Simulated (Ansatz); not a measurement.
**C₃H₁₀NV: basis-set convergence**

One table from this session's results is given with a row withheld; the runs are named, their logs left out.

Method: one geometry, several basis sets; program: Ansatz 0.2.0, Gaussian basis.

Levels to be run: PBE0-D4/def2-SVP; ωB97M-V/def2-SVP; PBE0-D4/def2-QZVPP; ωB97M-V/def2-QZVPP; the functionals' def2-TZVPP values are taken from earlier runs.

### The geometry

All runs share one geometry, relaxed beforehand with PBE0-D4 in a triple-zeta def2 set.

SMILES `[CH3][V]([CH3])([CH3])=[NH]`, 15 atoms, charge 0, spin multiplicity 1.

Atoms are counted from 1 here; the program's logs count them from 0.

Bond lengths: C1–V2 2.009 Å, C1–H6 1.099 Å, C1–H7 1.093 Å, C1–H8 1.093 Å, V2–C3 2.009 Å, V2–C4 2.009 Å, V2–N5 1.605 Å, C3–H9 1.093 Å, C3–H10 1.099 Å, C3–H11 1.093 Å, C4–H12 1.099 Å, C4–H13 1.093 Å, C4–H14 1.093 Å, N5–H15 1.010 Å. Angles: V2–C1–H6 106.5°, V2–C1–H7 111.1°, V2–C1–H8 111.1°, H6–C1–H7 109.6°, H6–C1–H8 109.6°, H7–C1–H8 108.9°, C1–V2–C3 112.5°, C1–V2–C4 112.4°, C1–V2–N5 106.3°, C3–V2–C4 112.4°, C3–V2–N5 106.3°, C4–V2–N5 106.3°, V2–C3–H9 111.3°, V2–C3–H10 106.5°, V2–C3–H11 110.9°, H9–C3–H10 109.6°, H9–C3–H11 108.9°, H10–C3–H11 109.6° and more.

As a file:

```mol
C3H10NV
  3D, bonds by distance, orders not assigned

 15 14  0  0  0  0  0  0  0  0999 V2000
   -1.8416    0.6289    0.1893 C   0  0
    0.0993    0.1954   -0.0943 V   0  0
    1.0692   -0.1469    1.6311 C   0  0
    0.3668   -1.2816   -1.4293 C   0  0
    0.7661    1.5082   -0.7342 N   0  0
   -2.3012   -0.2678    0.6270 H   0  0
   -1.9599    1.4725    0.8738 H   0  0
   -2.3337    0.8683   -0.7566 H   0  0
    0.9752    0.7004    2.3145 H   0  0
    0.6047   -1.0357    2.0795 H   0  0
    2.1296   -0.3403    1.4499 H   0  0
   -0.0812   -2.1838   -0.9909 H   0  0
    1.4288   -1.4548   -1.6196 H   0  0
   -0.1293   -1.0487   -2.3748 H   0  0
    1.1854    2.3349   -1.1359 H   0  0
  1  2  8  0
  2  3  8  0
  2  4  8  0
  2  5  8  0
  1  6  8  0
  1  7  8  0
  1  8  8  0
  3  9  8  0
  3 10  8  0
  3 11  8  0
  4 12  8  0
  4 13  8  0
  4 14  8  0
  5 15  8  0
M  END
```

The first run:

Contents of in.yaml:

```yaml
crystal:
  periodic: [false, false, false]
  atoms:
    - {symbol: C, position_ang: [-1.841596, 0.628911, 0.189279]}
    - {symbol: V, position_ang: [0.099280, 0.195444, -0.094342]}
    - {symbol: C, position_ang: [1.069221, -0.146935, 1.631143]}
    - {symbol: C, position_ang: [0.366834, -1.281566, -1.429294]}
    - {symbol: N, position_ang: [0.766125, 1.508237, -0.734238]}
    - {symbol: H, position_ang: [-2.301161, -0.267796, 0.626958]}
    - {symbol: H, position_ang: [-1.959904, 1.472514, 0.873806]}
    - {symbol: H, position_ang: [-2.333692, 0.868323, -0.756619]}
    - {symbol: H, position_ang: [0.975238, 0.700409, 2.314517]}
    - {symbol: H, position_ang: [0.604660, -1.035734, 2.079543]}
    - {symbol: H, position_ang: [2.129597, -0.340289, 1.449947]}
    - {symbol: H, position_ang: [-0.081151, -2.183786, -0.990923]}
    - {symbol: H, position_ang: [1.428786, -1.454844, -1.619625]}
    - {symbol: H, position_ang: [-0.129319, -1.048710, -2.374824]}
    - {symbol: H, position_ang: [1.185379, 2.334921, -1.135926]}
basis:
  gaussian: {orbitals: def2-SVP}
hamiltonian: {xc: pbe0, dispersion: d4}
output: {orbitals: {seedname: orbitals}}
```

Started as:

```sh
$ ansatz run in.yaml --threads 4 --pin off --events-out ev --progress --plain --max-ram 11315MiB
```

Steps of the session up to this table: PBE0-D4 in def2-SVP; ωB97M-V in def2-SVP; PBE0-D4 in def2-QZVPP; ωB97M-V in def2-QZVPP.

One of the session's tables, all rows but one given; the rest of the session is left out.

It belongs to the step «Functionals by basis». 

| functional | basis | HOMO (eV) |
| --- | --- | --- |
| PBE0-D4 | def2-SVP | -7.56 |
| PBE0-D4 | def2-TZVPP | -7.66 |
| PBE0-D4 | def2-QZVPP | -7.68 |
| ωB97M-V | def2-SVP | ? |
| ωB97M-V | def2-TZVPP | -10.03 |
| ωB97M-V | def2-QZVPP | -10.04 |

Estimate the missing values for ωB97M-V, def2-SVP.

**Answer.** HOMO (eV): -9.92. In the column «HOMO (eV)» it lies between ωB97M-V, def2-TZVPP (-10.03) and PBE0-D4, def2-QZVPP (-7.68).
